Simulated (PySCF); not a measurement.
# C4H10Si: the cost of one run

The runs use PySCF 2.14.0, with density-fitted response routines of our own; the level of theory stands in each step. All values are computed, except where a source is named. Atoms are numbered from 0 throughout.

## 1. Starting geometry

15 atoms, charge 0, multiplicity 1; geometry from: GFN2-xTB. The atoms were then displaced at random by about 0.01 Å, so the start is not that level's minimum.

Bonds of the start (Å): C0–Si1 1.93, Si1–C2 1.92, C2–C3 1.51, C3–C4 1.52, C4–Si1 1.92, C0–H5 1.09, C0–H6 1.06, C0–H7 1.09, Si1–H8 1.47, C2–H9 1.11, C2–H10 1.09, C3–H11 1.10, C3–H12 1.11, C4–H13 1.07, C4–H14 1.09.

## 2. Optimising the geometry at PBE0-D3(BJ)/def2-SVP

Job settings and geometry (Å):

```
{"job": {"xc": "PBE0", "basis": "def2-SVP", "d3": "d3bj", "grid": 1, "shake": 0.01, "kind": "geom"}, "charge": 0, "multiplicity": 1}
C      2.251160     0.124260     0.423400
Si     0.523140     0.640250    -0.255780
C     -1.008420     0.460020     0.890280
C     -1.666090    -0.424780    -0.143760
C     -0.534160    -0.706560    -1.119220
H      2.606810     0.909270     1.097640
H      2.204040    -0.795500     0.955320
H      2.963580     0.051420    -0.393220
H      0.599890     1.928400    -0.956560
H     -0.791630    -0.078830     1.833380
H     -1.555140     1.354680     1.169780
H     -2.489400     0.124200    -0.632760
H     -2.160040    -1.322140     0.274810
H     -0.808890    -0.559100    -2.147740
H     -0.150190    -1.722990    -1.002820
```

The run is started by

```console
> OMP_NUM_THREADS=1 python probes_run.py task.json out
```

One launch serves the whole session: the jobs run in the order shown.

**Question.** How long does this first job take on 1 thread of Arm Neoverse V2, shared host, and how much memory does it need?

About 59 s, with a peak of 0.5 GiB.
